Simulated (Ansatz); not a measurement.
# Si: the cost of one run

Program: Ansatz 0.2.0. Level of theory: DFT PBE, scalar-relativistic, plane waves, PAW. These are calculated values, not measurements.

The COD entry's cell or inner coordinates are ideal or old and differ from later refinements, so a difference from it is no clean test against experiment.

## Step 1: The system as given

It takes space group Fd-3m (No. 227, cubic). Conventional cell: a = 5.427 Å, b = 5.427 Å, c = 5.427 Å, α = 90.00°, β = 90.00°, γ = 90.00°. Around Si (site symmetry -43m) lie 4 Si at 2.35 Å.

As a file:

```cif
data_structure
_symmetry_space_group_name_H-M 'Fd-3m:1'
_symmetry_Int_Tables_number 227
_cell_length_a 5.4271
_cell_length_b 5.4271
_cell_length_c 5.4271
_cell_angle_alpha 90.000
_cell_angle_beta 90.000
_cell_angle_gamma 90.000
_cell_volume 159.85
loop_
_atom_site_label
_atom_site_type_symbol
_atom_site_symmetry_multiplicity
_atom_site_Wyckoff_symbol
_atom_site_fract_x
_atom_site_fract_y
_atom_site_fract_z
_atom_site_occupancy
Si1 Si 8 b 0.25000 0.25000 0.75000 1
```

The runs take a perfect supercell of 54 atoms; the defect goes to fractional position (0.250, 0.250, 0.250).

## Step 2: The perfect supercell

input.yaml

```yaml
crystal:
  lattice:
    - [0.0, 8.14068, 8.14068]
    - [8.14068, 0.0, 8.14068]
    - [8.14068, 8.14068, 0.0]
  atoms:
    - { symbol: Si, position: [0.25, 0.25, 0.25] }
    - { symbol: Si, position: [0.25, 0.25, 0.583333] }
    - { symbol: Si, position: [0.25, 0.25, 0.916667] }
    - { symbol: Si, position: [0.25, 0.583333, 0.25] }
    - { symbol: Si, position: [0.25, 0.583333, 0.583333] }
    - { symbol: Si, position: [0.25, 0.583333, 0.916667] }
    - { symbol: Si, position: [0.25, 0.916667, 0.25] }
    - { symbol: Si, position: [0.25, 0.916667, 0.583333] }
    - { symbol: Si, position: [0.25, 0.916667, 0.916667] }
    - { symbol: Si, position: [0.583333, 0.25, 0.25] }
    - { symbol: Si, position: [0.583333, 0.25, 0.583333] }
    - { symbol: Si, position: [0.583333, 0.25, 0.916667] }
    - { symbol: Si, position: [0.583333, 0.583333, 0.25] }
    - { symbol: Si, position: [0.583333, 0.583333, 0.583333] }
    - { symbol: Si, position: [0.583333, 0.583333, 0.916667] }
    - { symbol: Si, position: [0.583333, 0.916667, 0.25] }
    - { symbol: Si, position: [0.583333, 0.916667, 0.583333] }
    - { symbol: Si, position: [0.583333, 0.916667, 0.916667] }
    - { symbol: Si, position: [0.916667, 0.25, 0.25] }
    - { symbol: Si, position: [0.916667, 0.25, 0.583333] }
    - { symbol: Si, position: [0.916667, 0.25, 0.916667] }
    - { symbol: Si, position: [0.916667, 0.583333, 0.25] }
    - { symbol: Si, position: [0.916667, 0.583333, 0.583333] }
    - { symbol: Si, position: [0.916667, 0.583333, 0.916667] }
    - { symbol: Si, position: [0.916667, 0.916667, 0.25] }
    - { symbol: Si, position: [0.916667, 0.916667, 0.583333] }
    - { symbol: Si, position: [0.916667, 0.916667, 0.916667] }
    - { symbol: Si, position: [0.166667, 0.166667, 0.166667] }
    - { symbol: Si, position: [0.166667, 0.166667, 0.5] }
    - { symbol: Si, position: [0.166667, 0.166667, 0.833333] }
    - { symbol: Si, position: [0.166667, 0.5, 0.166667] }
    - { symbol: Si, position: [0.166667, 0.5, 0.5] }
    - { symbol: Si, position: [0.166667, 0.5, 0.833333] }
    - { symbol: Si, position: [0.166667, 0.833333, 0.166667] }
    - { symbol: Si, position: [0.166667, 0.833333, 0.5] }
    - { symbol: Si, position: [0.166667, 0.833333, 0.833333] }
    - { symbol: Si, position: [0.5, 0.166667, 0.166667] }
    - { symbol: Si, position: [0.5, 0.166667, 0.5] }
    - { symbol: Si, position: [0.5, 0.166667, 0.833333] }
    - { symbol: Si, position: [0.5, 0.5, 0.166667] }
    - { symbol: Si, position: [0.5, 0.5, 0.5] }
    - { symbol: Si, position: [0.5, 0.5, 0.833333] }
    - { symbol: Si, position: [0.5, 0.833333, 0.166667] }
    - { symbol: Si, position: [0.5, 0.833333, 0.5] }
    - { symbol: Si, position: [0.5, 0.833333, 0.833333] }
    - { symbol: Si, position: [0.833333, 0.166667, 0.166667] }
    - { symbol: Si, position: [0.833333, 0.166667, 0.5] }
    - { symbol: Si, position: [0.833333, 0.166667, 0.833333] }
    - { symbol: Si, position: [0.833333, 0.5, 0.166667] }
    - { symbol: Si, position: [0.833333, 0.5, 0.5] }
    - { symbol: Si, position: [0.833333, 0.5, 0.833333] }
    - { symbol: Si, position: [0.833333, 0.833333, 0.166667] }
    - { symbol: Si, position: [0.833333, 0.833333, 0.5] }
    - { symbol: Si, position: [0.833333, 0.833333, 0.833333] }
basis:
  ecutwfc: 420
  fft_grid_basis: typed
kpoints:
  mp_grid: { grid: [1, 1, 1] }
hamiltonian:
  xc: pbe
  pseudopotentials: { kind: paw }
scf:
  occupations: { method: gaussian, width: 0.05 }
output:
  forces: true
  stress: false
  eigenvalues: true
  bader: false
  write_density: true
  volumetric_format: npy
```

Command:

```bash
$ ansatz run input.yaml --threads 4 --pin off --max-ram 10240MiB --backend cpu --events-out ev --progress --plain --runs-dir out
```

What time and memory should one allow on 4 threads of Intel Xeon 6975P-C (Granite Rapids), shared host?

About 1.7 s, with a peak of 1 GiB.
